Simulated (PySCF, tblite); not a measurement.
# C₄H₄F₄O₂: geometry, infrared bands and NMR shifts

Aim: predict the infrared bands and NMR shifts of C₄H₄F₄O₂ (`FC(F)O[C@@H]1O[C@@H]1C(F)F`).

Programs: tblite 0.8.0 and PySCF 2.14.0, with density-fitted response routines of our own. Each step states its level of theory. These are calculated values for one molecule in the gas phase, unless marked as measured. Atoms are numbered from 0 throughout.

## 1. The starting structure

14 atoms, charge 0, multiplicity 1; geometry from: force field or distance geometry start.

Bonds of the start (Å): F0–C1 1.34, C1–F2 1.35, C1–O3 1.42, O3–C4 1.43, C4–O5 1.43, O5–C6 1.44, C6–C7 1.49, C7–F8 1.35, C7–F9 1.35, C6–C4 1.50, C1–H10 1.10, C4–H11 1.09, C6–H12 1.07, C7–H13 1.09.

## 2. Optimising the geometry with GFN2-xTB

The job: settings as JSON, then the geometry in Å.

```
{"job": {"kind": "relax", "xc": "GFN2-xTB", "basis": "xTB"}, "charge": 0, "multiplicity": 1}
F     -2.703500    -0.186700    -1.373100
C     -2.250000    -0.575500    -0.174000
F     -3.188400    -0.287100     0.753600
O     -1.098000     0.198000     0.138600
C     -0.051400    -0.003800    -0.808800
O      0.806800    -1.121300    -0.565700
C      1.364300     0.189400    -0.347400
C      1.687400     0.536700     1.063900
F      1.697700     1.881400     1.187300
F      2.939100     0.112900     1.346500
H     -2.046200    -1.657500    -0.161600
H     -0.259000     0.250300    -1.850600
H      2.100100     0.555200    -1.027500
H      1.000400     0.107600     1.796600
```

On the command line:

```
$ OMP_NUM_THREADS=1 python probes_run.py task.json out
```

This one command runs all jobs of the session in turn.

**Question.** This job is followed by: GFN2-xTB harmonic vibrations, gas phase; GIAO PBE0/pcSseg-1 NMR shielding, non-relativistic, gas phase. Predict these results of the whole session: strongest single infrared mode (GFN2-xTB); zero-point energy (GFN2-xTB); ¹³C shifts against TMS (PBE0/pcSseg-1); ¹H shifts against TMS (PBE0/pcSseg-1); ¹⁹F shifts against CFCl3 (PBE0/pcSseg-1); ¹⁷O shifts against H2O (PBE0/pcSseg-1); surface potential, 1st and 99th percentile.

**Answer**, as computed:

| quantity | value |
| --- | --- |
| strongest single infrared mode (GFN2-xTB) | 1002 cm⁻¹, 229 km/mol |
| zero-point energy (GFN2-xTB) | 52.8 kcal/mol |
| ¹³C shifts against TMS (PBE0/pcSseg-1) | 123.8, 121.9, 73.1, 54.6 ppm |
| ¹H shifts against TMS (PBE0/pcSseg-1) | 6.63, 6.07, 4.85, 2.95 ppm |
| ¹⁹F shifts against CFCl3 (PBE0/pcSseg-1) | -102.6, -106.2, -141.7, -142.3 ppm |
| ¹⁷O shifts against H2O (PBE0/pcSseg-1) | 143.0, 66.7 ppm |
| surface potential, 1st and 99th percentile | -0.71 V and 1.57 V |

**Reading.** Relaxing lowered the energy by 0.235 eV in 53 steps; the close pair that moved most is C1–O3, from 1.422 to 1.368 Å. All 36 modes are real, so the xTB geometry is a minimum. The strongest single mode, at 1002 cm⁻¹, moves mainly C1 and F0. GFN2-xTB is a fitted tight-binding method: band positions and strengths are rough. Its intensities can rank the bands wrongly. The most deshielded hydrogen is H10 (hydrogen on an sp3 CH bonded to 2 F and O), at 6.63 ppm: its carbon carries F and O, hence the downfield position. At PBE0/pcSseg-1: The widest tensor belongs to O5: span 278 ppm, with a paramagnetic part of -127 ppm.
